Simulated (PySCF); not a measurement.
# The bond of SeH−, level by level

One job finds the state of SeH−, follows it along the bond with each method and fits the curves.

The runs use PySCF 2.14.0; H def2-SVPD, Se def2-SVPD, no relativity.

1 further run of the same task is left out (set aside as unsound or not needed).

### 1 Input

A driver script around PySCF takes these settings:

| Item | Value |
| --- | --- |
| atoms | H, Se |
| charge | -1 |
| basis | H def2-SVPD, Se def2-SVPD |
| Hamiltonian | no relativity |
| basis functions | 49 |
| electrons treated | 36 |
| masses in u | 1.0078, 79.9165 |
| levels | PBE0, PBE, r²SCAN, PW91, PBEsol, TPSS, HSE06, HF, MP2, SCS-MP2, CCSD, CCSD(T) |
| grid | 80 radial by 434 angular points |
| occupations | held fixed by the projection of orbital angular momentum |
| dissociation limit | H + Se−, each in its ground configuration |
| starting distance in angstrom | 1.535 |
| values of 2S to try | 0, 2 |

Started as:

```bash
$ OMP_NUM_THREADS=1 python dia.py task.json out
```

Further steps of the session: PBE0 along the bond; PBE (GGA); r²SCAN; PW91; PBEsol (GGA); TPSS (meta-GGA); HSE06; RHF; MP2 and coupled cluster.

Before running it: what results should come out? Wanted: for each run, Re; ωe; De; μ.

As calculated:

Lowest PBE0 solution found, without spin–orbit coupling: ¹Σ⁺ (singlet), closed shell.

```tsv
level	Re (Å)	ωe (cm⁻¹)	De (eV)	μ (D)
RHF	1.464	2507	2.50	-0.17
RHF-MP2	1.466	2467	3.46	n/a
RHF-SCS-MP2	1.471	2438	3.47	n/a
RHF-CCSD	1.474	2399	3.47	n/a
RHF-CCSD(T)	1.476	2381	3.52	n/a
PBE	1.491	2310	3.61	0.06
PBEsol	1.489	2327	3.80	0.04
PW91	1.490	2311	3.62	0.06
TPSS	1.485	2337	3.70	0.04
r²SCAN	1.476	2389	3.60	-0.02
PBE0	1.477	2404	3.55	-0.02
HSE06	1.478	2395	3.55	0.00
```

De is counted to H + Se− in their ground configurations. A positive dipole points from H to Se; in an ion it is taken about the centre of mass and does not tell which atom is negative.

Differences from CCSD(T) in the same basis:

```tsv
level	Re (mÅ)	ωe (%)
RHF	-13	+5.3
RHF-MP2	-10	+3.6
RHF-SCS-MP2	-6	+2.4
RHF-CCSD	-2	+0.7
PBE	+15	-3.0
PBEsol	+13	-2.3
PW91	+14	-2.9
TPSS	+9	-1.8
r²SCAN	0	+0.3
PBE0	+1	+0.9
HSE06	+2	+0.6
```

**Reading.** Judged by CCSD(T) in the same basis: best bond length r²SCAN (0 mÅ), worst PBE (+15 mÅ); best wavenumber r²SCAN (+0.3 %), worst RHF (+5.3 %). Hartree–Fock falls on the short and stiff side, its usual fault. PBE has the long and soft bond that GGAs tend to give. CCSD(T) in a basis this small is itself some way from its limit, more so than the functionals. Among the levels with a De in the table, it runs from 2.50 eV (RHF) to 3.80 eV (PBEsol).

Correlated steps freeze 9 core orbitals. With some functionals the highest level of the anion is positive, from self-interaction error or because the anion is truly unbound there; the finite basis then holds the extra electron, and no neutral molecule was run to test the binding.
